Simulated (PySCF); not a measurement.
# C3H5GeN: the cost of one run

The runs use PySCF 2.14.0, with density-fitted response routines of our own; the level of theory stands in each step. All values are computed, except where a source is named. Atoms count from 0, in the outputs and in this text.

## 1. The molecule as given

10 atoms, charge 0, multiplicity 1; geometry from: PBE0-D3(BJ)/def2-SVP.

Bonds of the start (Å): C0–C1 1.22, C1–Ge2 1.91, Ge2–N3 1.86, N3–C4 1.26, C0–H5 1.08, Ge2–H6 1.53, Ge2–H7 1.53, C4–H8 1.11, C4–H9 1.11.

## 2. Nuclear shieldings: HF/pcSseg-2

The job: settings as JSON, then the geometry in Å.

```
{"job": {"kind": "nmr", "xc": "HF", "basis": "pcSseg-2", "pop": false}, "charge": 0, "multiplicity": 1}
C      2.239246    -0.585671     0.726610
C      1.424869     0.106303     0.143978
Ge     0.036539     1.090796    -0.721109
N     -1.605124     0.274401    -0.428403
C     -1.705749    -0.783289     0.254242
H      2.972991    -1.185752     1.235693
H      0.282088     1.113355    -2.233569
H     -0.035092     2.506364    -0.138580
H     -0.857418    -1.318034     0.732629
H     -2.702042    -1.239403     0.407365
```

Method: GIAO HF/pcSseg-2 NMR shielding, non-relativistic, gas phase.

Run with:

```
$ OMP_NUM_THREADS=1 python probes_run.py task.json out
```

The driver reads the jobs from task.json and runs them one after another.

Q: Estimate the wall time and peak memory of this first job on 1 thread of Arm Neoverse V1, shared host.

About 22 s, with a peak of 1.1 GiB.
